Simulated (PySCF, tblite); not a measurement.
# C₄H₁₁ClGe₂O: geometry, infrared bands and NMR shifts

What infrared bands and NMR shifts should C₄H₁₁ClGe₂O (`C=C[CH2][Ge@@]([Cl])([GeH3])[O]C`) show?

The runs use tblite 0.8.0 and PySCF 2.14.0, with density-fitted response routines of our own; the level of theory stands in each step. All values are computed, except where a source is named. Atoms count from 0, in the outputs and in this text.

## 1. The starting structure

19 atoms, charge 0, multiplicity 1; geometry from: force field or distance geometry start.

Bonds of the start (Å): C0–C1 1.33, C1–C2 1.49, C2–Ge3 1.97, Ge3–Cl4 2.18, Ge3–Ge5 2.38, Ge3–O6 1.80, O6–C7 1.40, C0–H8 1.08, C0–H9 1.09, C1–H10 1.09, C2–H11 1.11, C2–H12 1.12, Ge5–H13 1.54, Ge5–H14 1.55, Ge5–H15 1.56, C7–H16 1.11, C7–H17 1.11, C7–H18 1.11.

## 2. Geometry optimisation with GFN2-xTB

The job: settings as JSON, then the geometry in Å.

```
{"job": {"kind": "relax", "xc": "GFN2-xTB", "basis": "xTB"}, "charge": 0, "multiplicity": 1}
C      1.911200    -1.371800    -0.567400
C      1.833500    -0.530800     0.465600
C      0.595300    -0.381600     1.289900
Ge    -0.768600     0.617900     0.276200
Cl    -2.462400     1.020800     1.582000
Ge     0.174600     2.695400    -0.407800
O     -1.272100    -0.302100    -1.189200
C     -2.027200    -1.408600    -0.775400
H      2.832300    -1.471900    -1.124100
H      1.037500    -1.958900    -0.861900
H      2.721700     0.021300     0.760000
H      0.187800    -1.374300     1.589100
H      0.814300     0.198600     2.216700
H     -0.872700     3.503000    -1.203800
H      1.410800     2.430700    -1.299400
H      0.613700     3.499200     0.859400
H     -2.293900    -2.004400    -1.675600
H     -2.987200    -1.098100    -0.305800
H     -1.458400    -2.075300    -0.094000
```

On the command line:

```sh
$ OMP_NUM_THREADS=1 python probes_run.py task.json out
```

This one command runs all jobs of the session in turn.

**Question.** This job is followed by: GFN2-xTB harmonic vibrations, gas phase; GIAO PBE0/pcSseg-1 NMR shielding, non-relativistic, gas phase. Predict these results of the whole session: strongest single infrared mode (GFN2-xTB); zero-point energy (GFN2-xTB); 13C shifts against TMS (PBE0/pcSseg-1); 1H shifts against TMS (PBE0/pcSseg-1, means over atoms taken as alike); 73Ge shifts against GeMe4 (PBE0/pcSseg-1); 35Cl shifts against HCl (PBE0/pcSseg-1); 17O shifts against H2O (PBE0/pcSseg-1).

The runs gave:

| quantity | value |
| --- | --- |
| strongest single infrared mode (GFN2-xTB) | 729 cm⁻¹, 567 km/mol |
| zero-point energy (GFN2-xTB) | 82.2 kcal/mol |
| 13C shifts against TMS (PBE0/pcSseg-1) | 140.5, 124.2, 54.9, 39.9 ppm |
| 1H shifts against TMS (PBE0/pcSseg-1, means over atoms taken as alike) | 6.09, 5.51, 5.41, 3.88, 3.44, 2.91, 2.36 ppm |
| 73Ge shifts against GeMe4 (PBE0/pcSseg-1) | 113, -340 ppm |
| 35Cl shifts against HCl (PBE0/pcSseg-1) | 45 ppm |
| 17O shifts against H2O (PBE0/pcSseg-1) | 52.4 ppm |

The optimisation took 149 steps and gained 0.481 eV; among the close pairs (by a distance rule), C2–Ge3 changed most, from 1.971 to 2.045 Å. The lowest mode is imaginary (20i cm⁻¹), so the xTB geometry is not a minimum. The strongest single mode, at 729 cm⁻¹, is spread over several atoms, H15, H14, H13, H12 among them. Unscaled tight-binding wavenumbers are off by several per cent, some by more. Its intensities can rank the bands wrongly. C1 (alkene CH) lies farthest downfield among carbon, at 140.5 ppm; the olefinic region. H10 (hydrogen on an alkene CH) lies farthest downfield among hydrogen, at 6.09 ppm; attached to an sp2 carbon and in the plane of the double bond. At PBE0/pcSseg-1: The largest span, 238 ppm, is at C1, where the paramagnetic term is -212 ppm. Spin-orbit coupling is left out, which matters for shieldings and couplings at and beside the heavy atoms.
